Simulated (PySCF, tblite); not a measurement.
**C₂H₆FNO₄S₂: infrared bands and NMR shifts**

Wanted: the infrared bands and NMR shifts of C₂H₆FNO₄S₂ (`CCS(=O)(=O)NS(=O)(=O)F`), by calculation.

Programs: tblite 0.8.0 and PySCF 2.14.0, with density-fitted response routines of our own. Each step states its level of theory. These are calculated values for one molecule in the gas phase, unless marked as measured. Atoms are numbered from 0 throughout.

**1. Starting geometry**

16 atoms, charge 0, multiplicity 1; geometry from: GFN2-xTB.

Bonds of the start (Å): C0–C1 1.52, C1–S2 1.80, S2–O3 1.43, S2–O4 1.42, S2–N5 1.72, N5–S6 1.62, S6–O7 1.41, S6–O8 1.41, S6–F9 1.61, C0–H10 1.09, C0–H11 1.09, C0–H12 1.09, C1–H13 1.09, C1–H14 1.08, N5–H15 1.00.

**2. Vibrational analysis with GFN2-xTB**

The job: settings as JSON, then the geometry in Å.

```
{"job": {"kind": "ir", "xc": "GFN2-xTB", "basis": "xTB"}, "charge": 0, "multiplicity": 1}
C     -2.316568    -0.591173    -0.539798
C     -1.123629    -0.356561     0.365107
S      0.036808     0.695466    -0.518564
O     -0.546938     1.969246    -0.795656
O      0.672718    -0.001693    -1.579967
N      1.209973     0.987391     0.699600
S      2.300958    -0.209117     0.784862
O      3.208011     0.027015     1.840173
O      1.617748    -1.436265     0.676284
F      3.150757     0.028853    -0.556781
H     -2.785463     0.358039    -0.787770
H     -3.046718    -1.232305    -0.050757
H     -1.989832    -1.066510    -1.460902
H     -1.387127     0.182020     1.269633
H     -0.579319    -1.267218     0.591961
H      1.571023     1.921756     0.769260
```

**Question.** This job is followed by: GIAO PBE0/pcSseg-1 NMR shielding, non-relativistic, gas phase. What will the session give for the following? strongest single infrared mode (GFN2-xTB); zero-point energy (GFN2-xTB); ¹³C shifts against TMS (PBE0/pcSseg-1); ¹H shifts against TMS (PBE0/pcSseg-1, means over atoms taken as alike); ³³S shifts against CS2 (PBE0/pcSseg-1); ¹⁷O shifts against H2O (PBE0/pcSseg-1, means over atoms taken as alike); ¹⁵N shifts against NH3 (PBE0/pcSseg-1); ¹⁹F shifts against CFCl3 (PBE0/pcSseg-1).

The runs gave:

| quantity | value |
| --- | --- |
| strongest single infrared mode (GFN2-xTB) | 1363 cm⁻¹, 600 km/mol |
| zero-point energy (GFN2-xTB) | 63.7 kcal/mol |
| ¹³C shifts against TMS (PBE0/pcSseg-1) | 58.3, 7.3 ppm |
| ¹H shifts against TMS (PBE0/pcSseg-1, means over atoms taken as alike) | 6.25, 3.76, 1.60 ppm |
| ³³S shifts against CS2 (PBE0/pcSseg-1) | 314, 299 ppm |
| ¹⁷O shifts against H2O (PBE0/pcSseg-1, means over atoms taken as alike) | 236.2, 228.1 ppm |
| ¹⁵N shifts against NH3 (PBE0/pcSseg-1) | 177.6 ppm |
| ¹⁹F shifts against CFCl3 (PBE0/pcSseg-1) | 77.4 ppm |

**Reading.** No mode is imaginary among the 42: a minimum at this level. The strongest single mode, at 1363 cm⁻¹, has its largest shares on S6, O8 and O7 (the list is cut at 3 atoms). Unscaled tight-binding wavenumbers are off by several per cent, some by more. Its intensities can rank the bands wrongly.
